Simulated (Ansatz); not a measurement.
This script drives Ansatz's Python interface.

Script `scan.py`:
```python
"""Stretching a bond of C3H3I, the rest held rigid."""

import logging
import sys
import warnings

import ansatz as az
import numpy as np

logging.basicConfig(stream=sys.stdout, format="[%(levelname)s] %(message)s")
log = logging.getLogger("run")
log.setLevel(logging.INFO)

warnings.simplefilter("ignore", az.DeckWarning)

geometry = (
    az.Crystal.molecule()
    .atom("I", (-1.8751, -1.8033, 0.0484))
    .atom("C", (-0.4632, -0.5874, 0.0471))
    .atom("C", (0.7635, -0.3352, 0.2365))
    .atom("C", (0.0519, 0.7638, -0.2029))
    .atom("H", (1.7606, -0.684, 0.5225))
    .atom("H", (-0.2876, 1.5191, 0.528))
    .atom("H", (0.111, 1.059, -1.2252))
)

symbols = [site.symbol for site in geometry.cartesian_sites]
start = np.array([site.position_ang for site in geometry.cartesian_sites])
axis = (start[6] - start[3]) / np.linalg.norm(start[6] - start[3])
moving = [6]
lengths, energies = [0.938, 0.98, 1.023, 1.066, 1.108, 1.151, 1.194, 1.258], []
for length in lengths:
    xyz = start.copy()
    xyz[moving] += (length - np.linalg.norm(start[6] - start[3])) * axis
    point = az.Crystal.molecule()
    for symbol, place in zip(symbols, xyz):
        point = point.atom(symbol, place.tolist())
    base = (
        point.calculation()
        .basis(gaussian="def2-SVP")
        .functional("b3lyp")
    )
    report = base.run().report
    energies.append(report["free_energy_ev"])
    log.info(f"r = {length:6.3f} A  E = {energies[-1]:.5f} eV  <S^2> = {abs(report['mean_field']['state']['spin_squared']):.3f}")

# quartic fit about the minimum
fit = np.polynomial.Polynomial.fit(lengths, np.array(energies) - min(energies), 4).convert()
roots = [r.real for r in fit.deriv().roots() if abs(r.imag) < 1e-9 and fit.deriv(2)(r.real) > 0]
r_e = min(roots, key=lambda r: abs(r - lengths[int(np.argmin(energies))]))
log.info(f"minimum of the fit at {r_e:.4f} A, force constant {fit.deriv(2)(r_e):.2f} eV/A^2")
```

It is started by `python scan.py`. How long does it take on 1 thread of Arm Neoverse V1 (shared host), and how much memory does it need?

It took about 23 s, with a peak of 0.23 GiB, for 8 runs of the engine.

Output of `python scan.py`:
```text
[INFO] r =  0.938 A  E = -11256.64780 eV  <S^2> = 0.000
[INFO] r =  0.980 A  E = -11256.95302 eV  <S^2> = 0.000
[INFO] r =  1.023 A  E = -11257.14752 eV  <S^2> = 0.000
[INFO] r =  1.066 A  E = -11257.24815 eV  <S^2> = 0.000
[INFO] r =  1.108 A  E = -11257.27556 eV  <S^2> = 0.000
[INFO] r =  1.151 A  E = -11257.24729 eV  <S^2> = 0.000
[INFO] r =  1.194 A  E = -11257.17517 eV  <S^2> = 0.000
[INFO] r =  1.258 A  E = -11257.00888 eV  <S^2> = 0.000
[INFO] minimum of the fit at 1.1061 A, force constant 30.95 eV/A^2
```

What to keep in mind:
- Total energies depend on the basis set; only differences at equal settings carry meaning.
- The rest of the molecule is held rigid at a force-field or estimated start geometry, and the basis set is modest; single-reference methods fail as a bond breaks.
- def2 sets replace the cores of elements past krypton by effective core potentials.
- b3lyp holds the VWN-RPA fit, as in Gaussian; the form of ORCA and Turbomole is b3lyp5.
- The orbitals are restricted, so S² is zero by construction.
